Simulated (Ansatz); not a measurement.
Crystal: NiMoIrPdW.

```
Ni Mo Pd Ir W
1.0
     2.77046    0.00000    0.00000
    -1.38523    2.39928    0.00000
     0.00000    0.00000   21.88122
Ni Mo Pd Ir W
2 2 2 2 2
Cartesian
  0.0000 1.5995 0.9700
  1.3852 0.7998 20.9101
  1.3852 0.7998 7.4987
  1.3852 0.7998 16.6997
  0.0000 1.5995 9.7958
  0.0000 1.5995 14.3810
  0.0000 1.5995 5.2489
  0.0000 1.5995 18.8288
  1.3852 0.7998 2.9859
  1.3852 0.7998 12.0872
```

The cell was built by a generator and needn't be a form met in nature.

* Program: Ansatz 0.2.0
* Task: relaxation of cell and atoms
* Functional: PBEsol
* Dispersion: D3(BJ)
* Potentials or basis: Ansatz PAW
* Cutoff: 420 eV (not typed: the program's choice for these potentials)
* k mesh: 8 × 8 × 1
* Occupations: fermi-dirac, width 0.05 eV
* Spin: collinear spin, ferromagnetic start
* Starting moments: [1.0, 1.0, 1.0, 1.0, 0.0, 0.0, 0.6, 0.6, 0.0, 0.0] μB

At the start: volume 14.54 Å³/atom.

**Question.** Where does the relaxation end?

**Answer.** It ends after 6 steps and the volume is 13.67 Å³/atom (-6.0 %); space group P3m1 (No. 156, to 0.05 Å); moment 0.00 μB per cell.

Step by step:
| step | energy change (eV) | largest force (eV/Å) | volume (Å³) |
| --- | --- | --- | --- |
| 1 | 0.0000 | 0.2043 | 145.45 |
| 2 | -0.4355 | 0.1524 | 138.33 |
| 3 | -0.4530 | 0.1988 | 136.70 |
| 4 | -0.4573 | 0.0181 | 136.69 |
| 5 | -0.4573 | 0.0080 | 136.70 |
| 6 | -0.4541 | 0.0080 | 136.70 |

Final structure:
```
Ni Mo Pd Ir W
1.0
     2.71348    0.00000    0.00000
    -1.35674    2.34994    0.00000
     0.00000    0.00000   21.43777
Ni Mo Pd Ir W
2 2 2 2 2
Direct
  0.33333 0.66667 0.04358
  0.66667 0.33333 0.95610
  0.66667 0.33333 0.34281
  0.66667 0.33333 0.76270
  0.33333 0.66667 0.44752
  0.33333 0.66667 0.65729
  0.33333 0.66667 0.24007
  0.33333 0.66667 0.86142
  0.66667 0.33333 0.13610
  0.66667 0.33333 0.55241
```

Caveat: the plane-wave basis is chosen anew once the cell has moved, so the energies of steps on either side of that aren't comparable; pairwise dispersion overbinds metals, which lowers pressure and volume; the PAW data sets come from PBE, with cores solved anew for the run's functional, which leaves a small shift of forces and pressure; the starting moments weren't kept.
